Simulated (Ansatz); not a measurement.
# MgAu: one contact scaled

The task here is to estimate one member of a computed series from the others.

Method: DFT PBEsol, with the methods named in each step, in Ansatz 0.2.0.

1 further run of the same task is left out (it didn't finish). Runs told in other sessions of the task aren't counted.

## The starting structure

It takes space group Pm-3m (No. 221, cubic). Conventional cell: a = 3.259 Å, b = 3.259 Å, c = 3.259 Å, α = 90.00°, β = 90.00°, γ = 90.00°. Mg (site symmetry m-3m) is surrounded by 8 Au at 2.82 Å. Au (site symmetry m-3m) is surrounded by 8 Mg at 2.82 Å.

Structure file:

```
CELL_PARAMETERS angstrom
3.25900 0.00000 0.00000
0.00000 3.25900 0.00000
0.00000 0.00000 3.25900
ATOMIC_POSITIONS crystal
Mg 0.50000 0.50000 0.50000
Au 0.00000 0.00000 0.00000
```

Atoms are numbered in the order of the input: Mg1, Au2.

The first run:

Contents of input.yaml:

```yaml
crystal:
  lattice:
    - [3.259, 0.0, 0.0]
    - [0.0, 3.259, 0.0]
    - [0.0, 0.0, 3.259]
  atoms:
    - { symbol: Mg, position: [0.5, 0.5, 0.5] }
    - { symbol: Au, position: [0.0, 0.0, 0.0] }
kpoints:
  mp_grid: { grid: [9, 9, 9] }
scf:
  occupations: { method: fermi_dirac, width: 0.05 }
hamiltonian:
  xc: pbesol
  pseudopotentials: { kind: all_electron, lapw: { basis_error: 0.001 } }
output:
  forces: true
  stress: true
  eigenvalues: true
  populations: true
```

Command:

```console
> ansatz run input.yaml --threads 1 --pin off --max-ram 2048MiB --backend cpu --events-out ev --progress --plain --runs-dir out
```

Among the steps run: The bond as given, LAPW; Shortest bond scaled by 1, norm-conserving; Shortest bond scaled by 1.1, LAPW; Shortest bond scaled by 1.1, crystal datasets; Shortest bond scaled by 0.82, LAPW; Shortest bond scaled by 0.64, LAPW; Shortest bond scaled by 0.58, LAPW; Shortest bond scaled by 0.58, crystal datasets.

One table of the session follows, with a row left open; its other results are not shown here.

| method | length (Å) | force along the bond (eV/Å) | pressure (GPa) | largest force (eV/Å) |
| --- | --- | --- | --- | --- |
| LAPW | 1.637 | 35.177 | 90.97 | 35.177 |
| LAPW | 1.806 | 18.854 | 54.20 | 18.854 |
| LAPW | 2.314 | 2.897 | 9.02 | 2.897 |
| LAPW | 2.822 | 0.000 | -0.09 | 0.000 |
| LAPW | 3.105 | -1.126 | 2.49 | 1.126 |
| PAW | 1.637 | 33.782 | 87.49 | 33.782 |
| PAW | 1.806 | ? | ? | ? |
| PAW | 2.314 | 2.899 | 9.04 | 2.899 |
| PAW | 2.822 | 0.000 | -0.07 | 0.000 |
| PAW | 3.105 | -1.127 | 2.50 | 1.127 |
| PAW (source ansatz) | 1.637 | 35.382 | 91.53 | 35.382 |
| crystal datasets | 1.637 | 35.178 | 90.96 | 35.178 |
| crystal datasets | 3.105 | -1.126 | 2.49 | 1.126 |
| norm-conserving | 2.822 | 0.000 | -0.09 | 0.000 |

**Question.** Estimate the row for PAW, 1.806.

The run gave: force along the bond (eV/Å): 18.703; pressure (GPa): 53.78; largest force (eV/Å): 18.703. In the column «force along the bond (eV/Å)» it lies between PAW, 2.314 (2.899) and LAPW, 1.806 (18.854).

Caveats from the session: Rows by PAW come from runs of the same series that aren't printed here. Warnings in the runs' records: crystal datasets made, gradients without spin orbit.
